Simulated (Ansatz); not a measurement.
# CH4FNO2Si: two geometries relaxed

Are the two ends of the inversion of the pyramid at N1 separate minima, and which lies lower? Each is relaxed from a guess. SMILES of the start: N[Si]1(F)OCO1.

Method: RKS r2SCAN/def2-SVP, in Ansatz 0.2.0.

## (1) The starting structure

Bond lengths: N1–Si2 1.665 Å, Si2–F3 1.545 Å, Si2–O4 1.616 Å, O4–C5 1.447 Å, Si2–O6 1.638 Å, C5–O6 1.453 Å, N1–H7 1.048 Å, N1–H8 0.969 Å, C5–H9 1.100 Å, C5–H10 1.111 Å. Angles (14 of 17 angles, heavy atoms first): N1–Si2–F3 115.3°, N1–Si2–O4 117.0°, N1–Si2–O6 112.1°, F3–Si2–O4 112.4°, F3–Si2–O6 113.4°, O4–Si2–O6 82.4°, Si2–O4–C5 90.1°, O4–C5–O6 95.3°, Si2–O6–C5 89.0°, Si2–N1–H7 103.7°, Si2–N1–H8 107.7°, O4–C5–H9 118.2°, O4–C5–H10 112.6°, O6–C5–H9 110.3°.

Coordinates:

```xyz
10

N    -0.3085   -1.9556   -0.1058
Si    0.5208   -0.5133   -0.0441
F     2.0404   -0.6368    0.2073
O     0.1718    0.5831   -1.1790
C    -0.1503    1.5492   -0.1504
O    -0.2134    0.5799    0.9306
H    -1.3098   -1.6616   -0.2038
H    -0.2309   -2.3768    0.7633
H    -1.1022    2.0956   -0.2292
H     0.6652    2.2851    0.0141
```

## (2) Relaxing end A

The input, input.yaml:

```yaml
crystal:
  periodic: [false, false, false]
  atoms:
    - { symbol: "N", position_ang: [-0.3085, -1.9556, -0.1058] }
    - { symbol: Si, position_ang: [0.5208, -0.5133, -0.0441] }
    - { symbol: F, position_ang: [2.0404, -0.6368, 0.2073] }
    - { symbol: O, position_ang: [0.1718, 0.5831, -1.179] }
    - { symbol: C, position_ang: [-0.1503, 1.5492, -0.1504] }
    - { symbol: O, position_ang: [-0.2134, 0.5799, 0.9306] }
    - { symbol: H, position_ang: [-1.3098, -1.6616, -0.2038] }
    - { symbol: H, position_ang: [-0.2309, -2.3768, 0.7633] }
    - { symbol: H, position_ang: [-1.1022, 2.0956, -0.2292] }
    - { symbol: H, position_ang: [0.6652, 2.2851, 0.0141] }
basis:
  gaussian: { orbitals: def2-SVP }
hamiltonian:
  xc: r2scan
relax:
  f_tol: 0.015
  max_steps: 40
```

The run is started by

```sh
> ansatz run input.yaml --threads 2 --pin off --max-ram 3072MiB --backend cpu --events-out ev --progress --plain --runs-dir out
```

The log of the run, shortened:

```text
Warning: RAYON_NUM_THREADS=2 ignored (pool sized by the plan → 2); use --threads N
[...]
Functional definition: r2SCAN
[...]
1192 factors; their error is unknown
[...]
mean field -17268.78191555 eV, -634.6160301957 hartree, gradient 1.9e-5 eV, S^2 0.000000; 0 other end points of the search recorded, 0 dependent functions left out
[...]
reference -17268.78192440 eV, -634.6160305208 hartree; 28, 28 occupied and 80, 80 virtual orbitals, 1192 factors
relax step   1: F+E_penalty+E_count = -17268.78191555 eV  Δ(F+E_penalty+E_count) = +0.000e0 eV  max|allowed force component| = 2.563e0 eV/Å  Δτ_max = 0.0000 Å  (28 SCF iters, accepted)
[...]
relax step   3: F+E_penalty+E_count = -17269.45623620 eV  Δ(F+E_penalty+E_count) = -1.786e-1 eV  max|allowed force component| = 1.151e0 eV/Å  Δτ_max = 0.1622 Å  (36 SCF iters, accepted)
[...]
relax step   5: F+E_penalty+E_count = -17269.58198386 eV  Δ(F+E_penalty+E_count) = -6.861e-2 eV  max|allowed force component| = 8.463e-1 eV/Å  Δτ_max = 0.2000 Å  (35 SCF iters, accepted)
[...]
relax step   7: F+E_penalty+E_count = -17269.58291642 eV  Δ(F+E_penalty+E_count) = +3.605e-3 eV  max|allowed force component| = 8.331e-1 eV/Å  Δτ_max = 0.1986 Å  (28 SCF iters, rejected (line search))
[...]
relax step   9: F+E_penalty+E_count = -17269.61096677 eV  Δ(F+E_penalty+E_count) = -4.434e-3 eV  max|allowed force component| = 2.751e-2 eV/Å  Δτ_max = 0.0875 Å  (29 SCF iters, accepted)
[...]
relax step  10: F+E_penalty+E_count = -17269.61138824 eV  Δ(F+E_penalty+E_count) = -4.215e-4 eV  max|allowed force component| = 1.254e-2 eV/Å  Δτ_max = 0.0247 Å  (30 SCF iters, accepted)
1192 factors; their error is unknown
[...]
mean field -17269.61138824 eV, -634.6465127549 hartree, gradient 1.3e-5 eV, S^2 0.000000; 1 other end points of the search recorded, 0 dependent functions left out
[...]
reference -17269.61139746 eV, -634.6465130935 hartree; 28, 28 occupied and 80, 80 virtual orbitals, 1192 factors
Total energy: -17269.61139746 eV, -634.6465130935 hartree
Atom 0 at    -0.439772    -1.862965     0.103187 Å, force    -0.002399     0.007225    -0.000678 eV/Å
Atom 1 at     0.429390    -0.425102     0.099215 Å, force    -0.010134     0.002445    -0.000345 eV/Å
Atom 2 at     1.956794    -0.867290     0.360100 Å, force     0.001686    -0.002979     0.000555 eV/Å
Atom 3 at     0.234865     0.683323    -1.150343 Å, force     0.003468    -0.009675    -0.004652 eV/Å
Atom 4 at    -0.106145     1.665676    -0.168062 Å, force    -0.007832     0.012541    -0.003301 eV/Å
Atom 5 at    -0.070897     0.884248     1.029106 Å, force     0.000342    -0.009800     0.005939 eV/Å
Atom 6 at    -1.440254    -1.917724    -0.044541 Å, force     0.004574    -0.001355     0.003199 eV/Å
Atom 7 at    -0.004945    -2.764503     0.260493 Å, force     0.002945     0.007479    -0.002557 eV/Å
Atom 8 at    -1.117758     2.073929    -0.347728 Å, force     0.008283    -0.004328     0.001031 eV/Å
Atom 9 at     0.641822     2.479209    -0.138426 Å, force    -0.000934    -0.001554     0.000809 eV/Å
Dipole moment:    -0.396548    -0.303684    -0.028448 e Å
```

Run time: 21 s. Hardware: 2 threads of Intel Xeon 6975P-C (Granite Rapids), shared host; peak memory 0.21 GiB.

Step by step:

| step | energy from step 1 (eV) | largest force component (eV/Å) |
| --- | --- | --- |
| 1 | 0.0000 | 2.5626 |
| 2 | -0.4958 | 1.2567 |
| 3 | -0.6743 | 1.1505 |
| 4 | -0.7315 | 0.8347 |
| 5 | -0.8001 | 0.8463 |
| 6 | -0.8046 | 0.7917 |
| 7x | -0.8010 | 0.8331 |
| 8 | -0.8246 | 0.1687 |
| 9 | -0.8291 | 0.0275 |
| 10 | -0.8295 | 0.0125 |

Step 1 is the start. 1 step was tried and not accepted (marked x).

After: Bond lengths: N1–Si2 1.680 Å, Si2–F3 1.611 Å, Si2–O4 1.682 Å, O4–C5 1.430 Å, Si2–O6 1.682 Å, C5–O6 1.430 Å, N1–H7 1.013 Å, N1–H8 1.013 Å, C5–H9 1.106 Å, C5–H10 1.106 Å. Angles (14 of 17 angles, heavy atoms first): N1–Si2–F3 104.8°, N1–Si2–O4 120.4°, N1–Si2–O6 120.7°, F3–Si2–O4 114.3°, F3–Si2–O6 114.0°, O4–Si2–O6 82.1°, Si2–O4–C5 88.3°, O4–C5–O6 101.2°, Si2–O6–C5 88.3°, Si2–N1–H7 123.8°, Si2–N1–H8 122.7°, O4–C5–H9 111.1°, O4–C5–H10 111.3°, O6–C5–H9 111.1°.

## (3) Relaxing end B

The second end starts from a geometry with the move made by hand.

input.yaml: that of step 2 with these lines changed.

```diff
@@ -9,4 +9,4 @@
     - { symbol: O, position_ang: [-0.2134, 0.5799, 0.9306] }
-    - { symbol: H, position_ang: [-1.3098, -1.6616, -0.2038] }
-    - { symbol: H, position_ang: [-0.2309, -2.3768, 0.7633] }
+    - { symbol: H, position_ang: [-0.55262, -2.05777, -1.12] }
+    - { symbol: H, position_ang: [0.31963, -2.66485, 0.09715] }
     - { symbol: H, position_ang: [-1.1022, 2.0956, -0.2292] }
```

The run is started by

```sh
> ansatz run input.yaml --threads 2 --pin off --max-ram 3072MiB --backend cpu --events-out ev --progress --plain --runs-dir out
```

The log of the run, shortened:

```text
Warning: RAYON_NUM_THREADS=2 ignored (pool sized by the plan → 2); use --threads N
[...]
[... 1 set-up line as earlier in the session ...]
[...]
1192 factors; their error is unknown
[...]
mean field -17268.74208839 eV, -634.6145665745 hartree, gradient 2.6e-5 eV, S^2 0.000000; 0 other end points of the search recorded, 0 dependent functions left out
[...]
reference -17268.74209733 eV, -634.6145669029 hartree; 28, 28 occupied and 80, 80 virtual orbitals, 1192 factors
relax step   1: F+E_penalty+E_count = -17268.74208839 eV  Δ(F+E_penalty+E_count) = +0.000e0 eV  max|allowed force component| = 2.805e0 eV/Å  Δτ_max = 0.0000 Å  (29 SCF iters, accepted)
[...]
relax step   3: F+E_penalty+E_count = -17269.46676326 eV  Δ(F+E_penalty+E_count) = -2.001e-1 eV  max|allowed force component| = 1.374e0 eV/Å  Δτ_max = 0.2000 Å  (34 SCF iters, accepted)
[...]
Total energy: -17269.61145047 eV, -634.6465150416 hartree
Atom 0 at    -0.107116    -1.963911    -0.325101 Å, force     0.003774     0.000864     0.000417 eV/Å
Atom 1 at     0.585873    -0.460080    -0.041155 Å, force    -0.008649    -0.000932    -0.001973 eV/Å
Atom 2 at     2.100544    -0.784728     0.402561 Å, force     0.004299     0.001053     0.000438 eV/Å
Atom 3 at     0.450923     0.772180    -1.177569 Å, force     0.001082    -0.003862    -0.002712 eV/Å
Atom 4 at    -0.138525     1.587038    -0.160270 Å, force     0.004634    -0.000426     0.000552 eV/Å
Atom 5 at    -0.189011     0.668735     0.935316 Å, force    -0.001403    -0.004783     0.002844 eV/Å
Atom 6 at    -1.065308    -2.097754    -0.623994 Å, force    -0.002831     0.000046    -0.000550 eV/Å
Atom 7 at     0.405844    -2.830544    -0.213559 Å, force    -0.000347     0.006215     0.000844 eV/Å
Atom 8 at    -1.152772     1.915981    -0.451343 Å, force     0.000316    -0.000992    -0.000170 eV/Å
Atom 9 at     0.500357     2.457664     0.075764 Å, force    -0.000875     0.002817     0.000310 eV/Å
Dipole moment:    -0.351000    -0.333180    -0.123898 e Å
```

It took 21 s on 2 threads of Intel Xeon 6975P-C (Granite Rapids), shared host; peak memory 0.21 GiB.

Step by step:

| step | energy from step 1 (eV) | largest force component (eV/Å) |
| --- | --- | --- |
| 1 | 0.0000 | 2.8049 |
| 2 | -0.5245 | 1.4330 |
| 3 | -0.7247 | 1.3742 |
| 4 | -0.7924 | 0.8807 |
| 5 | -0.8478 | 0.3591 |
| 6 | -0.8577 | 0.3368 |
| 7 | -0.8658 | 0.0713 |
| 8 | -0.8690 | 0.0604 |
| 9 | -0.8691 | 0.0657 |
| 10 | -0.8694 | 0.0086 |

Step 1 is the start.

After: Bond lengths: N1–Si2 1.680 Å, Si2–F3 1.611 Å, Si2–O4 1.682 Å, O4–C5 1.431 Å, Si2–O6 1.682 Å, C5–O6 1.430 Å, N1–H7 1.013 Å, N1–H8 1.013 Å, C5–H9 1.105 Å, C5–H10 1.105 Å. Angles (14 of 17 angles, heavy atoms first): N1–Si2–F3 104.7°, N1–Si2–O4 120.6°, N1–Si2–O6 120.6°, F3–Si2–O4 114.2°, F3–Si2–O6 114.1°, O4–Si2–O6 82.2°, Si2–O4–C5 88.3°, O4–C5–O6 101.2°, Si2–O6–C5 88.3°, Si2–N1–H7 124.0°, Si2–N1–H8 122.6°, O4–C5–H9 111.1°, O4–C5–H10 111.2°, O6–C5–H9 111.1°.

## (4) Results

| quantity | value |
| --- | --- |
| end A | 8 moves, 0.829 eV lower |
| end B | 9 moves, 0.869 eV lower |
| largest difference between the ends | 0.01 Å |
| end B relative to end A | -0.000 eV |

In words: The two relaxations end at one structure, within 0.01 Å: no second minimum was found from this start, which doesn't rule one out.
